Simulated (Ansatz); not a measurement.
# Si2NH6F (SMILES F[SiH2]N[SiH3]) at BLYP/cc-pVDZ

What is the energy change on altering one bond length of Si2NH6F at BLYP/cc-pVDZ? 

The results are computed with Ansatz 0.2.0.

69 further runs of the same task are left out: 69 set aside as unsound or not needed.

**1. The system as given**

Si2NH6F has 10 atoms, charge 0, and is taken as a singlet. As SMILES, `F[SiH2]N[SiH3]`. The coordinates come from a PBE0-D4/def2-TZVP relaxation. This is one conformer, not always the lowest.

Bond lengths: F1–Si2 1.602 Å, Si2–N3 1.706 Å, N3–Si4 1.733 Å, Si2–H5 1.480 Å, Si2–H6 1.478 Å, N3–H7 1.011 Å, Si4–H8 1.487 Å, Si4–H9 1.487 Å, Si4–H10 1.483 Å. Some angles: F1–Si2–N3 112.6°, Si2–N3–Si4 128.2°, F1–Si2–H5 106.0°, F1–Si2–H6 106.5°, N3–Si2–H5 109.3°, N3–Si2–H6 108.9°, Si2–N3–H7 115.6°, Si4–N3–H7 115.9°, N3–Si4–H8 110.9°, N3–Si4–H9 112.0°.

**2. The energy at BLYP/cc-pVDZ**

in.yaml reads:

```yaml
crystal:
  periodic: [false, false, false]
  atoms:
    - symbol: F
      position_ang: [-1.561500, 0.994300, -1.776700]
    - symbol: Si
      position_ang: [-0.375000, 1.301800, -0.745900]
    - symbol: N
      position_ang: [0.514800, -0.094800, -0.335900]
    - symbol: Si
      position_ang: [0.194800, -1.236100, 0.928700]
    - symbol: H
      position_ang: [0.517200, 2.267200, -1.426700]
    - symbol: H
      position_ang: [-1.010100, 1.839400, 0.475900]
    - symbol: H
      position_ang: [1.264300, -0.336200, -0.970000]
    - symbol: H
      position_ang: [1.391500, -1.422100, 1.791600]
    - symbol: H
      position_ang: [-0.186300, -2.569800, 0.392000]
    - symbol: H
      position_ang: [-0.924400, -0.683300, 1.730300]
basis:
  gaussian: {orbitals: cc-pVDZ}
hamiltonian: {xc: {name: BLYP}}
accuracy: high
output: {orbitals: {seedname: orbitals}}
```

The run is started by

```console
ansatz run in.yaml --threads 1 --pin off --max-ram 3480MiB --events-out events.jsonl --progress --plain --runs-dir runs
```

The program printed:

```text
Warning: RAYON_NUM_THREADS=1 ignored (pool sized by the plan → 1); use --threads N
Functional definition: BLYP
  name "BLYP"
  parameter beta = 0.0042
  parameter a = 0.04918
  parameter b = 0.132
  parameter c = 0.2533
  parameter d = 0.349
  exchange = b88_x(beta = beta)
  correlation = lyp_c(a = a, b = b, c = c, d = d)
2240 factors; integrals over basis functions are off by at most 3.7e-9 eV
mean field evaluation 1: about -20051.0888 eV, gradient 7.0e1 eV
mean field evaluation 2: about -20017.8721 eV, gradient 1.3e2 eV
mean field evaluation 4: about -20060.4367 eV, gradient 1.2e1 eV
mean field evaluation 8: about -20060.6479 eV, gradient 3.5e-1 eV
mean field evaluation 16: about -20060.6483 eV, gradient 3.1e-5 eV
mean field -20060.64828669 eV, -737.2152269400 hartree, gradient 3.0e-8 eV, S^2 0.000000; 0 other end points of the search recorded, 0 dependent functions left out
reference -20060.64834643 eV, -737.2152291354 hartree; 25, 25 occupied and 69, 69 virtual orbitals, 2240 factors
Total energy: -20060.64834643 eV, -737.2152291354 hartree
```

Wall time 6.6 s (1 thread of Intel Xeon Platinum 8488C (Sapphire Rapids), shared host); peak memory 0.28 GiB.

**3. The distorted shape, same level**

run.yaml reads:

```yaml
crystal:
  periodic: [false, false, false]
  atoms:
    - {symbol: F, position_ang: [-0.218453, 0.330936, -2.738625]}
    - {symbol: Si, position_ang: [0.968047, 0.638436, -1.707825]}
    - {symbol: "N", position_ang: [1.857847, -0.758164, -1.297825]}
    - {symbol: Si, position_ang: [1.537847, -1.899464, -0.033225]}
    - {symbol: H, position_ang: [1.860247, 1.603836, -2.388625]}
    - {symbol: H, position_ang: [0.332947, 1.176036, -0.486025]}
    - {symbol: H, position_ang: [2.607347, -0.999564, -1.931925]}
    - {symbol: H, position_ang: [2.734547, -2.085464, 0.829675]}
    - {symbol: H, position_ang: [1.156747, -3.233164, -0.569925]}
    - {symbol: H, position_ang: [-0.924400, -0.683300, 1.730300]}
basis:
  gaussian: {orbitals: cc-pVDZ}
hamiltonian: {xc: {name: BLYP}}
accuracy: high
output: {orbitals: {seedname: orbitals}}
```

The run is started by

```console
ansatz run run.yaml --threads 1 --pin off --max-ram 3480MiB --events-out events.jsonl --progress --plain --runs-dir runs
```

The program printed (excerpt; [...] marks lines left out):

```text
Warning: RAYON_NUM_THREADS=1 ignored (pool sized by the plan → 1); use --threads N
[... 9 set-up lines as earlier in the session ...]
2198 factors; integrals over basis functions are off by at most 3.7e-9 eV
mean field evaluation 1: about -20046.3707 eV, gradient 7.1e1 eV
mean field evaluation 2: about -20007.4393 eV, gradient 1.3e2 eV
mean field evaluation 4: about -20047.2495 eV, gradient 2.6e1 eV
mean field evaluation 8: about -20055.7668 eV, gradient 1.1e1 eV
mean field evaluation 16: about -20056.6161 eV, gradient 4.5e-4 eV
mean field -20056.61608941 eV, -737.0670464230 hartree, gradient 1.2e-8 eV, S^2 0.000000; 0 other end points of the search recorded, 0 dependent functions left out
reference -20056.61615325 eV, -737.0670487692 hartree; 25, 25 occupied and 69, 69 virtual orbitals, 2198 factors
Total energy: -20056.61615325 eV, -737.0670487692 hartree
```

It took 7.2 s on 1 thread of Intel Xeon Platinum 8488C (Sapphire Rapids), shared host; peak memory 0.27 GiB.

**4. Outcome**

Level: BLYP/cc-pVDZ.

| quantity | value |
| --- | --- |
| first shape: total energy | -737.21523 Eh |
| first shape: HOMO energy | -6.34 eV |
| first shape: LUMO energy | -0.19 eV |
| first shape: HOMO–LUMO gap | 6.16 eV |
| distorted shape: total energy | -737.06705 Eh |
| distorted shape: HOMO energy | -5.62 eV |
| distorted shape: LUMO energy | -4.24 eV |
| distorted shape: HOMO–LUMO gap | 1.37 eV |
| energy change with the Si4–H10 bond stretched from 1.483 to 3.264 Å | 4.032 eV |

**Reading.** One bond (distorted shape) is far stretched, which a spin-restricted single reference describes badly; a broken-symmetry solution may lie lower. With the Si4–H10 bond stretched from 1.483 to 3.264 Å the energy rises by 4.03 eV (389 kJ/mol). The first shape isn't relaxed at this level, so the change isn't measured from a minimum. A restricted reference can't describe the breaking bond well at this length.
